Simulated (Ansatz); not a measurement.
# GeF₄ + H₂: a complex and its separated parts

The complex below is one end of an elementary step. How strongly is it bound against its free parts?

Method: PBE0-D4/def2-TZVP structures, single points in def2-TZVPP, no counterpoise correction; program: Ansatz 0.2.0, Gaussian basis.

Levels: SPW92, PBE-D4, BLYP-D4, r2SCAN-D4, B97M-V, PBE0-D4, B3LYP-D4, r2SCAN0-D4, BHLYP-D4, CAM-B3LYP-D4, wB97X-V, wB97M-V, B2PLYP, PBE-QIDH, RPA on PBE, Hartree-Fock, MP2, CCSD, CCSD(T).

Correlated methods freeze the cores. Filled d shells of the heavier atoms are correlated. B3LYP uses VWN-RPA correlation. B2PLYP carries no dispersion term here.

94 further runs of the same task are left out: 94 set aside as unsound or not needed. Runs told in other sessions of the task aren't counted.

### Step 1. Where the work starts

The complex: 7 atoms, charge 0, spin multiplicity 1.

Atoms are counted from 1 here; the program's logs count them from 0.

Bond lengths: Ge1–F3 1.692 Å, Ge1–F4 1.692 Å, Ge1–F5 1.692 Å, Ge1–F7 1.692 Å, H2–H6 0.746 Å. Angles: F3–Ge1–F4 109.5°, F3–Ge1–F5 109.4°, F3–Ge1–F7 109.4°, F4–Ge1–F5 109.4°, F4–Ge1–F7 109.4°, F5–Ge1–F7 109.9°.

Geometry (Å):

```xyz
7

Ge   -0.8030   -0.0307   -0.7353
H     1.7602    0.1135    2.1154
F    -1.6019   -1.4158   -1.2874
F    -1.4412    1.3335   -1.5055
F    -1.0220    0.1146    0.9357
H     2.2618    0.0404    1.5676
F     0.8461   -0.1554   -1.0906
```

Its parts: GeF₄ holds atoms 1, 3, 4, 5, 7; H₂ holds atoms 2, 6. Each part counts its atoms afresh in its own runs.

### Step 2. Relaxing GeF₄ alone

relax-a/in.yaml

```yaml
crystal:
  periodic: [false, false, false]
  atoms:
    - {symbol: Ge, position_ang: [-0.802999, -0.030696, -0.735313]}
    - {symbol: F, position_ang: [-1.601860, -1.415831, -1.287380]}
    - {symbol: F, position_ang: [-1.441196, 1.333484, -1.505543]}
    - {symbol: F, position_ang: [-1.021977, 0.114612, 0.935698]}
    - {symbol: F, position_ang: [0.846104, -0.155357, -1.090599]}
basis:
  gaussian: {orbitals: def2-TZVP}
hamiltonian: {xc: pbe0, dispersion: d4}
relax: {f_tol: 0.005, max_steps: 200}
```

Started as:

```sh
$ ansatz run in.yaml --threads 4 --pin off --events-out ev --progress --plain --max-ram 9574MiB
```

Standard output, shortened:

```text
Functional definition: PBE0
  name "PBE0"
  cite "Adamo & Barone, J. Chem. Phys. 110, 6158 (1999) doi:10.1063/1.478522"
  cite "Perdew, Burke & Ernzerhof, Phys. Rev. Lett. 77, 3865 (1996) doi:10.1103/PhysRevLett.77.3865"
  parent pbe
[...]
1025 factors; their error is unknown
[...]
mean field -67377.32469100 eV, -2476.0710124034 hartree, gradient 3.1e-5 eV, S^2 0.000000; 0 other end points of the search recorded, 0 dependent functions left out
[...]
reference -67377.32470617 eV, -2476.0710129607 hartree; 34, 34 occupied and 138, 138 virtual orbitals, 1025 factors
[...]
reference -67377.32481285 eV, -2476.0710168812 hartree; 34, 34 occupied and 138, 138 virtual orbitals, 1025 factors
Total energy: -67377.39630460 eV, -2476.0736441545 hartree
Atom 0 at    -0.804378    -0.030757    -0.736620 Å, force    -0.000024    -0.000002    -0.000025 eV/Å
Atom 1 at    -1.603338    -1.415684    -1.288716 Å, force    -0.000121     0.000030    -0.000113 eV/Å
Atom 2 at    -1.442645     1.333276    -1.506813 Å, force    -0.000122    -0.000036    -0.000106 eV/Å
Atom 3 at    -1.017527     0.114334     0.935115 Å, force     0.000281    -0.000018    -0.000040 eV/Å
Atom 4 at     0.845961    -0.154957    -1.086103 Å, force    -0.000014     0.000025     0.000284 eV/Å
Dipole moment:     0.000018     0.000001     0.000017 e Å
```

It took 8 s on 4 threads of Arm Neoverse V2, shared host.

The steps of the relaxation:

```
step  energy from step 1 (eV)  largest force component (eV/Å)
   1                   0.0000                          0.0194
   2                  -0.0001                          0.0115
   3                  -0.0001                          0.0003
```

Close pairs (by a distance rule), those that changed most:

```
  bond  before (Å)  after (Å)  change (Å)
Ge1–F2       1.692      1.691      -0.000
Ge1–F3       1.692      1.691      -0.000
Ge1–F4       1.692      1.692      -0.000
Ge1–F5       1.692      1.692      -0.000
```

### Step 3. Relaxing H₂ alone

relax-b/in.yaml

```yaml
crystal:
  periodic: [false, false, false]
  atoms:
    - {symbol: H, position_ang: [1.760196, 0.113516, 2.115418]}
    - {symbol: H, position_ang: [2.261831, 0.040370, 1.567620]}
basis:
  gaussian: {orbitals: def2-TZVP}
hamiltonian: {xc: pbe0, dispersion: d4}
relax: {f_tol: 0.005, max_steps: 200}
```

Started as:

```sh
$ ansatz run in.yaml --threads 4 --pin off --events-out ev --progress --plain --max-ram 9574MiB
```

Standard output, shortened:

```text
Functional definition: PBE0
  name "PBE0"
  cite "Adamo & Barone, J. Chem. Phys. 110, 6158 (1999) doi:10.1063/1.478522"
  cite "Perdew, Burke & Ernzerhof, Phys. Rev. Lett. 77, 3865 (1996) doi:10.1103/PhysRevLett.77.3865"
  parent pbe
[...]
88 factors; their error is unknown
[...]
mean field -31.78865150 eV, -1.1682113956 hartree, gradient 1.7e-5 eV, S^2 0.000000; 0 other end points of the search recorded, 0 dependent functions left out
[...]
reference -31.78866862 eV, -1.1682120246 hartree; 1, 1 occupied and 11, 11 virtual orbitals, 88 factors
Total energy: -31.79027516 eV, -1.1682710639 hartree
Atom 0 at     1.760279     0.113504     2.115327 Å, force     0.000161    -0.000023    -0.000176 eV/Å
Atom 1 at     2.261748     0.040382     1.567711 Å, force    -0.000161     0.000023     0.000176 eV/Å
Dipole moment:    -0.000000     0.000000     0.000000 e Å
```

Wall time 0.15 s (4 threads of Arm Neoverse V2, shared host).

Relaxation path:

```
step  energy from step 1 (eV)  largest force component (eV/Å)
   1                   0.0000                          0.0068
   2                   0.0000                          0.0002
```

The bond:

```
 bond  before (Å)  after (Å)  change (Å)
H1–H2       0.746      0.746      -0.000
```

### Step 4. SPW92/def2-TZVPP

parta/in.yaml

```yaml
crystal:
  periodic: [false, false, false]
  atoms:
    - {symbol: Ge, position_ang: [-0.804378, -0.030757, -0.736620]}
    - {symbol: F, position_ang: [-1.603338, -1.415684, -1.288716]}
    - {symbol: F, position_ang: [-1.442645, 1.333276, -1.506813]}
    - {symbol: F, position_ang: [-1.017527, 0.114334, 0.935115]}
    - {symbol: F, position_ang: [0.845961, -0.154957, -1.086103]}
basis:
  gaussian: {orbitals: def2-TZVPP}
hamiltonian: {xc: lda}
```

partb/in.yaml

```yaml
crystal:
  periodic: [false, false, false]
  atoms:
    - {symbol: H, position_ang: [1.760279, 0.113504, 2.115327]}
    - {symbol: H, position_ang: [2.261748, 0.040382, 1.567711]}
basis:
  gaussian: {orbitals: def2-TZVPP}
hamiltonian: {xc: lda}
```

Each run has its own folder and the same command.

Started as:

```sh
$ ansatz run in.yaml --threads 4 --pin off --events-out ev --progress --plain --max-ram 9574MiB
```

parta printed, shortened:

```text
Functional definition: SPW92
  name "SPW92"
  cite "Dirac, Proc. Camb. Phil. Soc. 26, 376 (1930) doi:10.1017/S0305004100016108"
  cite "Slater, Phys. Rev. 81, 385 (1951) doi:10.1103/PhysRev.81.385"
  cite "Perdew & Wang, Phys. Rev. B 45, 13244 (1992) doi:10.1103/PhysRevB.45.13244"
[...]
982 factors; their error is unknown
[...]
mean field -67240.22610861 eV, -2471.0327324294 hartree, gradient 6.8e-5 eV, S^2 0.000000; 0 other end points of the search recorded, 0 dependent functions left out
reference -67240.22612864 eV, -2471.0327331651 hartree; 34, 34 occupied and 138, 138 virtual orbitals, 982 factors
Total energy: -67240.22612864 eV, -2471.0327331651 hartree
```

Log of partb, shortened:

```text
Functional definition: SPW92
  name "SPW92"
  cite "Dirac, Proc. Camb. Phil. Soc. 26, 376 (1930) doi:10.1017/S0305004100016108"
  cite "Slater, Phys. Rev. 81, 385 (1951) doi:10.1103/PhysRev.81.385"
  cite "Perdew & Wang, Phys. Rev. B 45, 13244 (1992) doi:10.1103/PhysRevB.45.13244"
[...]
118 factors; their error is unknown
[...]
mean field -30.93526882 eV, -1.1368501605 hartree, gradient 4.4e-5 eV, S^2 0.000000; 0 other end points of the search recorded, 0 dependent functions left out
reference -30.93528950 eV, -1.1368509204 hartree; 1, 1 occupied and 27, 27 virtual orbitals, 118 factors
Total energy: -30.93528950 eV, -1.1368509204 hartree
```

Wall times: 0.65 s (parta), 0.1 s (partb) on 4 threads of Arm Neoverse V2, shared host.

### Step 5. PBE-D4/def2-TZVPP

Each input of step 4 (parta, partb) changes in the same lines:

```diff
-hamiltonian: {xc: lda}
+hamiltonian: {xc: pbe, dispersion: d4}
```

The same command starts each run, in its folder.

Started as:

```sh
$ ansatz run in.yaml --threads 4 --pin off --events-out ev --progress --plain --max-ram 9574MiB
```

parta printed, shortened:

```text
Functional definition: PBE
  name "PBE"
  cite "Perdew, Burke & Ernzerhof, Phys. Rev. Lett. 77, 3865 (1996) doi:10.1103/PhysRevLett.77.3865"
  parent pbe
[...]
982 factors; their error is unknown
[...]
mean field -67376.01248617 eV, -2476.0227897652 hartree, gradient 9.3e-6 eV, S^2 0.000000; 0 other end points of the search recorded, 0 dependent functions left out
reference -67376.01250782 eV, -2476.0227905608 hartree; 34, 34 occupied and 138, 138 virtual orbitals, 982 factors
Total energy: -67376.09855708 eV, -2476.0259528127 hartree
```

Log of partb, shortened:

```text
Functional definition: PBE
  name "PBE"
  cite "Perdew, Burke & Ernzerhof, Phys. Rev. Lett. 77, 3865 (1996) doi:10.1103/PhysRevLett.77.3865"
  parent pbe
[...]
118 factors; their error is unknown
[...]
mean field -31.73221557 eV, -1.1661374132 hartree, gradient 3.1e-5 eV, S^2 0.000000; 0 other end points of the search recorded, 0 dependent functions left out
reference -31.73223724 eV, -1.1661382098 hartree; 1, 1 occupied and 27, 27 virtual orbitals, 118 factors
Total energy: -31.73425645 eV, -1.1662124143 hartree
```

Wall times: 1.1 s (parta), 0.1 s (partb) on 4 threads of Arm Neoverse V2, shared host.

### Step 6. BLYP-D4/def2-TZVPP

Each input of step 5 (parta, partb) changes in the same lines:

```diff
-hamiltonian: {xc: pbe, dispersion: d4}
+hamiltonian: {xc: {name: BLYP}, dispersion: d4}
```

One command serves all of them, each in its own folder.

Started as:

```sh
$ ansatz run in.yaml --threads 4 --pin off --events-out ev --progress --plain --max-ram 9574MiB
```

parta printed, shortened:

```text
Functional definition: BLYP
  name "BLYP"
  cite "Becke, Phys. Rev. A 38, 3098 (1988) doi:10.1103/PhysRevA.38.3098"
  cite "Lee, Yang & Parr, Phys. Rev. B 37, 785 (1988) doi:10.1103/PhysRevB.37.785"
[...]
982 factors; their error is unknown
[...]
mean field -67395.65112411 eV, -2476.7444963981 hartree, gradient 6.6e-5 eV, S^2 0.000000; 0 other end points of the search recorded, 0 dependent functions left out
reference -67395.65134939 eV, -2476.7445046767 hartree; 34, 34 occupied and 138, 138 virtual orbitals, 982 factors
Total energy: -67395.84446344 eV, -2476.7516014875 hartree
```

Log of partb, shortened:

```text
Functional definition: BLYP
  name "BLYP"
  cite "Becke, Phys. Rev. A 38, 3098 (1988) doi:10.1103/PhysRevA.38.3098"
  cite "Lee, Yang & Parr, Phys. Rev. B 37, 785 (1988) doi:10.1103/PhysRevB.37.785"
[...]
118 factors; their error is unknown
[...]
mean field -31.82604576 eV, -1.1695856091 hartree, gradient 8.3e-5 eV, S^2 0.000000; 0 other end points of the search recorded, 0 dependent functions left out
reference -31.82623818 eV, -1.1695926804 hartree; 1, 1 occupied and 27, 27 virtual orbitals, 118 factors
Total energy: -31.83113604 eV, -1.1697726734 hartree
```

Times: 1.1 s (parta), 0.1 s (partb) on 4 threads of Arm Neoverse V2, shared host.

### Step 7. r2SCAN-D4/def2-TZVPP

The same edit goes into each in.yaml of step 6 (parta, partb):

```diff
-hamiltonian: {xc: {name: BLYP}, dispersion: d4}
+hamiltonian: {xc: r2scan, dispersion: d4}
```

The same command starts each run, in its folder.

Started as:

```sh
$ ansatz run in.yaml --threads 4 --pin off --events-out ev --progress --plain --max-ram 9574MiB
```

Log of parta, shortened:

```text
Functional definition: r2SCAN
  name "r2SCAN"
  cite "Furness, Kaplan, Ning, Perdew & Sun, J. Phys. Chem. Lett. 11, 8208 (2020) doi:10.1021/acs.jpclett.0c02405"
  cite "Furness, Kaplan, Ning, Perdew & Sun, J. Phys. Chem. Lett. 11, 9248 (2020) doi:10.1021/acs.jpclett.0c03077"
  parent r2scan
[...]
982 factors; their error is unknown
[...]
mean field -67390.28826903 eV, -2476.5474151089 hartree, gradient 2.0e-5 eV, S^2 0.000000; 0 other end points of the search recorded, 0 dependent functions left out
reference -67390.28827467 eV, -2476.5474153161 hartree; 34, 34 occupied and 138, 138 virtual orbitals, 982 factors
Total energy: -67390.30771343 eV, -2476.5481296773 hartree
```

Output in partb, shortened:

```text
Functional definition: r2SCAN
  name "r2SCAN"
  cite "Furness, Kaplan, Ning, Perdew & Sun, J. Phys. Chem. Lett. 11, 8208 (2020) doi:10.1021/acs.jpclett.0c02405"
  cite "Furness, Kaplan, Ning, Perdew & Sun, J. Phys. Chem. Lett. 11, 9248 (2020) doi:10.1021/acs.jpclett.0c03077"
  parent r2scan
[...]
118 factors; their error is unknown
[...]
mean field -31.87205560 eV, -1.1712764395 hartree, gradient 4.1e-5 eV, S^2 0.000000; 0 other end points of the search recorded, 0 dependent functions left out
reference -31.87206221 eV, -1.1712766827 hartree; 1, 1 occupied and 27, 27 virtual orbitals, 118 factors
Total energy: -31.87256359 eV, -1.1712951081 hartree
```

Times: 2.3 s (parta), 0.3 s (partb) on 4 threads of Arm Neoverse V2, shared host.

### Step 8. B97M-V/def2-TZVPP

Each input of step 7 (parta, partb) changes in the same lines:

```diff
-hamiltonian: {xc: r2scan, dispersion: d4}
+hamiltonian: {xc: {name: B97M-V}}
```

One command serves all of them, each in its own folder.

Started as:

```sh
$ ansatz run in.yaml --threads 4 --pin off --events-out ev --progress --plain --max-ram 9574MiB
```

Log of parta, shortened:

```text
Functional definition: B97M-V
  name "B97M-V"
  cite "Mardirossian & Head-Gordon, J. Chem. Phys. 142, 074111 (2015) doi:10.1063/1.4907719"
  cite "Becke, J. Chem. Phys. 107, 8554 (1997) doi:10.1063/1.475007"
  cite "Vydrov & Van Voorhis, J. Chem. Phys. 133, 244103 (2010) doi:10.1063/1.3521275"
  # Of w^i u^j: cxij and so on, Table III.
[...]
  gx(w, u) = cx00 + cx01*u + cx02*u^2 + (cx10 + cx11*u)*w
[...]
  gos(w, u) = cos00 + cos01*u + cos03*u^3 + cos10*w + cos32*w^3*u^2
[...]
      + integral(e_c_pw_mod_opposite_spin*gos(b97_w_opposite, b97_u_opposite)) + vv10(b, c)
982 factors; their error is unknown
[...]
mean field -67380.33978724 eV, -2476.1818151463 hartree, gradient 4.6e-6 eV, S^2 0.000000; 0 other end points of the search recorded, 0 dependent functions left out
reference -67380.33981950 eV, -2476.1818163318 hartree; 34, 34 occupied and 138, 138 virtual orbitals, 982 factors
Total energy: -67380.33981950 eV, -2476.1818163318 hartree
```

partb printed, shortened:

```text
Functional definition: B97M-V
  name "B97M-V"
  cite "Mardirossian & Head-Gordon, J. Chem. Phys. 142, 074111 (2015) doi:10.1063/1.4907719"
  cite "Becke, J. Chem. Phys. 107, 8554 (1997) doi:10.1063/1.475007"
  cite "Vydrov & Van Voorhis, J. Chem. Phys. 133, 244103 (2010) doi:10.1063/1.3521275"
  # Of w^i u^j: cxij and so on, Table III.
[...]
  gx(w, u) = cx00 + cx01*u + cx02*u^2 + (cx10 + cx11*u)*w
  gss(w, u) = css00 + css02*u^2 + css10*w + (css32*w^3 + css42*w^4)*u^2
  gos(w, u) = cos00 + cos01*u + cos03*u^3 + cos10*w + cos32*w^3*u^2
[...]
      + integral(e_c_pw_mod_opposite_spin*gos(b97_w_opposite, b97_u_opposite)) + vv10(b, c)
118 factors; their error is unknown
[...]
mean field -31.90530660 eV, -1.1724983914 hartree, gradient 8.2e-6 eV, S^2 0.000000; 0 other end points of the search recorded, 0 dependent functions left out
reference -31.90533628 eV, -1.1724994822 hartree; 1, 1 occupied and 27, 27 virtual orbitals, 118 factors
Total energy: -31.90533628 eV, -1.1724994822 hartree
```

Wall times: 4 s (parta), 0.15 s (partb) on 4 threads of Arm Neoverse V2, shared host.

### Step 9. PBE0-D4/def2-TZVPP

Each input of step 8 (parta, partb) changes in the same lines:

```diff
-hamiltonian: {xc: {name: B97M-V}}
+hamiltonian: {xc: pbe0, dispersion: d4}
+output: {orbitals: {seedname: orbitals}}
```

One command serves all of them, each in its own folder.

Started as:

```sh
$ ansatz run in.yaml --threads 4 --pin off --events-out ev --progress --plain --max-ram 9574MiB
```

Log of parta, shortened:

```text
Functional definition: PBE0
  name "PBE0"
  cite "Adamo & Barone, J. Chem. Phys. 110, 6158 (1999) doi:10.1063/1.478522"
  cite "Perdew, Burke & Ernzerhof, Phys. Rev. Lett. 77, 3865 (1996) doi:10.1103/PhysRevLett.77.3865"
  parent pbe
[...]
1025 factors; their error is unknown
[...]
mean field -67377.32479769 eV, -2476.0710163239 hartree, gradient 7.1e-5 eV, S^2 0.000000; 0 other end points of the search recorded, 0 dependent functions left out
reference -67377.32481285 eV, -2476.0710168813 hartree; 34, 34 occupied and 138, 138 virtual orbitals, 1025 factors
Total energy: -67377.39630460 eV, -2476.0736441546 hartree
```

partb printed, shortened:

```text
Functional definition: PBE0
  name "PBE0"
  cite "Adamo & Barone, J. Chem. Phys. 110, 6158 (1999) doi:10.1063/1.478522"
  cite "Perdew, Burke & Ernzerhof, Phys. Rev. Lett. 77, 3865 (1996) doi:10.1103/PhysRevLett.77.3865"
  parent pbe
[...]
118 factors; their error is unknown
[...]
mean field -31.79610864 eV, -1.1684854405 hartree, gradient 5.5e-5 eV, S^2 0.000000; 0 other end points of the search recorded, 0 dependent functions left out
reference -31.79612464 eV, -1.1684860282 hartree; 1, 1 occupied and 27, 27 virtual orbitals, 118 factors
Total energy: -31.79773118 eV, -1.1685450675 hartree
```

They took 1.5 s (parta), 0.1 s (partb) on 4 threads of Arm Neoverse V2, shared host.

[end of part 1 of 3]
